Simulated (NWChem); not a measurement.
# C2H9BOSi (SMILES CB(C)O[SiH3]): levels of theory compared

Aim: a comparison of 4 runs (HF/STO-3G, HF/3-21G, B3LYP/6-31G*) of C2H9BOSi. 

The calculation is run with NWChem 7.3.0.

## 1. The structure to begin with

C2H9BOSi: 14 atoms, total charge 0, spin state singlet. SMILES: `CB(C)O[SiH3]`. The shape is that of a PBE0-D4/def2-TZVP optimisation.

Bond lengths: C1–B2 1.576 Å, B2–C3 1.568 Å, B2–O4 1.368 Å, O4–Si5 1.649 Å, C1–H6 1.092 Å, C1–H7 1.098 Å, C1–H8 1.095 Å, C3–H9 1.094 Å, C3–H10 1.091 Å, C3–H11 1.098 Å, Si5–H12 1.481 Å, Si5–H13 1.486 Å, Si5–H14 1.486 Å. Some angles: C1–B2–C3 122.1°, C1–B2–O4 120.1°, C3–B2–O4 117.8°, B2–O4–Si5 132.7°, B2–C1–H6 113.1°, B2–C1–H7 108.4°, B2–C1–H8 113.5°, B2–C3–H9 111.7°, B2–C3–H10 113.4°, B2–C3–H11 108.8°.

## 2. Energy and forces at HF/STO-3G (run 1)

Contents of mymol.nw:

```
start mymol
memory stack 880 mb heap 220 mb global 1100 mb
geometry units bohr noautosym nocenter noautoz
 C  -2.53487862  1.22151897 -0.05347925
 B  -0.47639996 -0.91878484  0.16478412
 C  -1.19827534 -3.75753143  0.60868078
 O   2.03202250 -0.33278077 -0.05952637
 Si  3.54229162  2.35686642 -0.49832078
 H  -4.34107885  0.69541921  0.79349600
 H  -2.90413111  1.57357494 -2.06509271
 H  -1.93489058  3.03017584  0.75097716
 H  -2.79452699 -4.33389789 -0.57334291
 H   0.37303194 -5.05879684  0.31123789
 H  -1.84966393 -3.98429856  2.56473630
 H   6.26784361  1.75102023 -0.69882072
 H   2.67509630  3.60805409 -2.85896665
 H   3.11899297  4.09409165  1.66806125
end
basis spherical bse
 * library STO-3G
end
scf
 thresh 1e-08
 maxiter 80
end
task scf gradient
```

Run with:

```sh
$ nwchem mymol.nw > mymol.out
```

The log of the run:

```text
[...]
  functions       =    38
[...]
  wavefunction    = RHF
[...]
         Total SCF energy =   -463.977469096322
      One-electron energy =  -1076.496578943219
      Two-electron energy =    393.692637946135
 Nuclear repulsion energy =    218.826471900761
        Time for solution =      3.9s
[...]
                         RHF ENERGY GRADIENTS
    atom               coordinates                        gradient
                 x          y          z           x          y          z
   1 C      -2.534879   1.221519  -0.053479    0.016744  -0.012331   0.007319
   2 B      -0.476400  -0.918785   0.164784   -0.061067  -0.022008   0.005815
   3 C      -1.198275  -3.757531   0.608681    0.012843   0.016494  -0.008150
   4 O       2.032023  -0.332781  -0.059526    0.046634   0.027920  -0.006469
   5 Si      3.542292   2.356866  -0.498321   -0.017905  -0.039796   0.006227
   6 H      -4.341079   0.695419   0.793496   -0.007446  -0.002527   0.001940
   7 H      -2.904131   1.573575  -2.065093   -0.000856   0.001218  -0.009034
   8 H      -1.934891   3.030176   0.750977    0.002764   0.008623   0.001592
   9 H      -2.794527  -4.333898  -0.573343   -0.008417  -0.001530  -0.002586
  10 H       0.373032  -5.058797   0.311238    0.005866  -0.004468  -0.000189
  11 H      -1.849664  -3.984299   2.564736   -0.004535   0.000040   0.008043
[...]
```

Wall time 5.4 s (1 thread of Intel Xeon Platinum 8375C at 2.90GHz (Ice Lake), shared host); peak memory 0.098 GiB.

## 3. Energy and forces at HF/3-21G (run 2)

Contents of work.nw:

```
start work
title "C2H9BOSi hf"
memory total 2200 mb

geometry units angstrom noautosym nocenter noautoz
   C    -1.341400    0.646400   -0.028300
   B    -0.252100   -0.486200    0.087200
   C    -0.634100   -1.988400    0.322100
   O     1.075300   -0.176100   -0.031500
   Si    1.874500    1.247200   -0.263700
   H    -2.297200    0.368000    0.419900
   H    -1.536800    0.832700   -1.092800
   H    -1.023900    1.603500    0.397400
   H    -1.478800   -2.293400   -0.303400
   H     0.197400   -2.677000    0.164700
   H    -0.978800   -2.108400    1.357200
   H     3.316800    0.926600   -0.369800
   H     1.415600    1.909300   -1.512900
   H     1.650500    2.166500    0.882700
end

basis "ao basis" spherical bse
   * library 3-21G
end

scf
   thresh 1e-08
   maxiter 80
end

task scf gradient
```

Run with:

```sh
$ nwchem work.nw > work.out
```

The log of the run:

```text
[...]
  functions       =    67
[...]
  wavefunction    = RHF
[...]
         Total SCF energy =   -467.037901273338
      One-electron energy =  -1077.003281780053
      Two-electron energy =    391.138892870514
 Nuclear repulsion energy =    218.826487636201
        Time for solution =      4.1s
[...]
                         RHF ENERGY GRADIENTS
    atom               coordinates                        gradient
                 x          y          z           x          y          z
   1 C      -2.534878   1.221519  -0.053479    0.009074  -0.007969   0.002205
   2 B      -0.476400  -0.918785   0.164784    0.005758   0.014846  -0.002372
   3 C      -1.198275  -3.757531   0.608681    0.007035   0.008743  -0.002614
   4 O       2.032022  -0.332781  -0.059526    0.003363   0.010009  -0.001505
   5 Si      3.542291   2.356866  -0.498321   -0.021604  -0.020304   0.003591
   6 H      -4.341079   0.695419   0.793496   -0.004371  -0.001585   0.001279
   7 H      -2.904131   1.573575  -2.065093    0.000218  -0.000073  -0.003119
   8 H      -1.934890   3.030176   0.750977    0.002585   0.003374   0.000908
   9 H      -2.794527  -4.333898  -0.573343   -0.003183   0.000207  -0.001566
  10 H       0.373032  -5.058796   0.311238    0.003586  -0.004242  -0.000201
  11 H      -1.849664  -3.984298   2.564736   -0.001359   0.000907   0.002582
[...]
```

Wall time 6 s (1 thread of Intel Xeon Platinum 8375C at 2.90GHz (Ice Lake), shared host); peak memory 0.098 GiB.

Run 3 isn't shown in full; the table further down has it.

## 4. Energy and forces at B3LYP/6-31G(d) (spherical functions) (run 4)

Contents of run.py:

```python
from ase import Atoms
from ase.calculators.nwchem import NWChem

mol = Atoms(['C', 'B', 'C', 'O', 'Si', 'H', 'H', 'H', 'H', 'H', 'H', 'H', 'H', 'H'], positions=[
    [-1.341400, 0.646400, -0.028300],
    [-0.252100, -0.486200, 0.087200],
    [-0.634100, -1.988400, 0.322100],
    [1.075300, -0.176100, -0.031500],
    [1.874500, 1.247200, -0.263700],
    [-2.297200, 0.368000, 0.419900],
    [-1.536800, 0.832700, -1.092800],
    [-1.023900, 1.603500, 0.397400],
    [-1.478800, -2.293400, -0.303400],
    [0.197400, -2.677000, 0.164700],
    [-0.978800, -2.108400, 1.357200],
    [3.316800, 0.926600, -0.369800],
    [1.415600, 1.909300, -1.512900],
    [1.650500, 2.166500, 0.882700],
])

calc = NWChem(
    label='run',
    theory='dft',
    memory='2200 mb',
    basis='6-31G*',
    basispar='spherical bse',
    dft={'xc': 'b3lyp', 'mult': '1', 'grid': 'fine', 'convergence': 'energy 1e-08', 'iterations': '100', 'mulliken': None},
)
mol.calc = calc

forces = mol.get_forces()
e = mol.get_potential_energy()
print(f"E = {e:.6f} eV")
print("forces (eV/A):")
for s, f in zip(mol.symbols, forces):
    print(f"{s:2s} {f[0]:10.5f} {f[1]:10.5f} {f[2]:10.5f}")
print("dipole (e A):", mol.get_dipole_moment().round(4))
```

Run with:

```sh
$ export ASE_NWCHEM_COMMAND="nwchem PREFIX.nwi > PREFIX.nwo"
$ python run.py
```

The log of the run:

```text
E = -12824.545946 eV
forces (eV/A):
C    -0.07626    0.06171   -0.02715
B    -0.01702   -0.00890    0.01111
C    -0.03888   -0.08541    0.03018
O    -0.01394   -0.46419    0.05672
Si    0.25480    0.42937   -0.06680
H    -0.12177   -0.01023    0.05430
H    -0.04710    0.03718   -0.10624
H    -0.00910    0.10953    0.05358
H    -0.08706   -0.05939   -0.07574
H     0.08258   -0.09369   -0.01908
H    -0.03492   -0.04093    0.11565
H     0.03440    0.03296   -0.00735
H     0.03497    0.04345   -0.03188
H     0.03924    0.04854    0.01270
dipole (e A): [-0.0877  0.1215 -0.0158]
```

The calculator wrote run.nwi:

```
title "run"

permanent_dir run

scratch_dir run

start run

geometry units angstrom nocenter noautosym noautoz
  C  -1.3413999999999999e+00 6.4639999999999997e-01 -2.8299999999999999e-02
  B  -2.5209999999999999e-01 -4.8620000000000002e-01 8.7200000000000000e-02
  C  -6.3410000000000000e-01 -1.9883999999999999e+00 3.2210000000000000e-01
  O  1.0752999999999999e+00 -1.7610000000000001e-01 -3.1500000000000000e-02
  Si 1.8745000000000001e+00 1.2472000000000001e+00 -2.6369999999999999e-01
  H  -2.2972000000000001e+00 3.6799999999999999e-01 4.1990000000000000e-01
  H  -1.5367999999999999e+00 8.3270000000000000e-01 -1.0928000000000000e+00
  H  -1.0239000000000000e+00 1.6034999999999999e+00 3.9739999999999998e-01
  H  -1.4787999999999999e+00 -2.2934000000000001e+00 -3.0340000000000000e-01
  H  1.9739999999999999e-01 -2.6770000000000000e+00 1.6470000000000001e-01
  H  -9.7880000000000000e-01 -2.1084000000000001e+00 1.3572000000000000e+00
  H  3.3168000000000002e+00 9.2659999999999998e-01 -3.6980000000000002e-01
  H  1.4156000000000000e+00 1.9093000000000000e+00 -1.5128999999999999e+00
  H  1.6505000000000001e+00 2.1665000000000001e+00 8.8270000000000004e-01
end

memory 2200 mb

basis spherical bse noprint
   * library 6-31G*
end

dft
  xc b3lyp
  mult 1
  grid fine
  convergence energy 1e-08
  iterations 100
  mulliken
end

task dft gradient
```

run.nwo:

```text
Northwest Computational Chemistry Package (NWChem) 7.3.0
             --------------------------------------------------------

           Job information
           ---------------

    nwchem branch   = 7.3.0
    use scalapack   = T
    input           = run.nwi
    prefix          = run.
    data base       = run/run.db
    status          = startup
    nproc           =        1

           Memory information
           ------------------

[... 5 lines left out ...]
    hardfail = no
[... 118 lines left out ...]
  convergence criterion.
[... 44 lines left out ...]
          Spatial weights used:  Erf1
[... 32 lines left out ...]
 1-e energy   =   -1076.042511
[... 56 lines left out ...]
           Coulomb energy =      438.904363284783
[... 714 lines left out ...]
          Convergence on density requested:  1.00D-05
[... 30 lines left out ...]
          total energy or number of iterations.
[... 36 lines left out ...]
                 ----------------------------------------
                 |  Time  |  1-e(secs)   |  2-e(secs)   |
                 ----------------------------------------
                 |  CPU   |       0.01   |       6.27   |
                 ----------------------------------------
                 |  WALL  |       0.01   |       6.27   |
                 ----------------------------------------

 Task  times  cpu:       32.8s     wall:       32.8s
 Total times  cpu:       32.8s     wall:       32.8s
```

It took 34 s on 1 thread of Intel Xeon Platinum 8375C at 2.90GHz (Ice Lake), shared host; peak memory 0.13 GiB.

## 5. Overview of the runs

| run | level | Cartesian functions | iteration cap | energy (Eh) | dipole moment (D) | HOMO energy (eV) | LUMO energy (eV) | wall time |
| --- | --- | --- | --- | --- | --- | --- | --- | --- |
| 1 | HF/STO-3G | no | 80 | -463.977469 | 1.21 | -8.89 | 8.74 | 5.4 s |
| 2 | HF/3-21G | no | 80 | -467.037901 | 1.19 | -11.34 | 4.34 | 6 s |
| 3 | B3LYP/6-31G* (Cartesian functions) | yes | 100 | -471.297799 | – | – | – | 34 s |
| 4 | B3LYP/6-31G* (spherical functions) | no | 100 | -471.293375 | 0.72 | -7.60 | 0.45 | 34 s |

## 6. What came out

```
                       quantity          value
            run 4: total energy  -471.29337 Eh
           run 4: dipole moment         0.72 D
             run 4: HOMO energy       -7.60 eV
             run 4: LUMO energy        0.45 eV
           run 4: HOMO–LUMO gap        8.05 eV
run 4: largest force on an atom     0.504 eV/Å
```

In words: Over runs 1, 2, 4 the dipole moment (its size) runs from 0.72 D (B3LYP/6-31G*) to 1.21 D (HF/STO-3G). The two ends differ in method and basis. Over runs 1, 2, 4 the HOMO–LUMO gap runs from 8.05 eV (B3LYP/6-31G*) to 17.63 eV (HF/STO-3G). In run 1 the basis is minimal, so the values are rough. All runs together took 80 s, the longest 34 s.
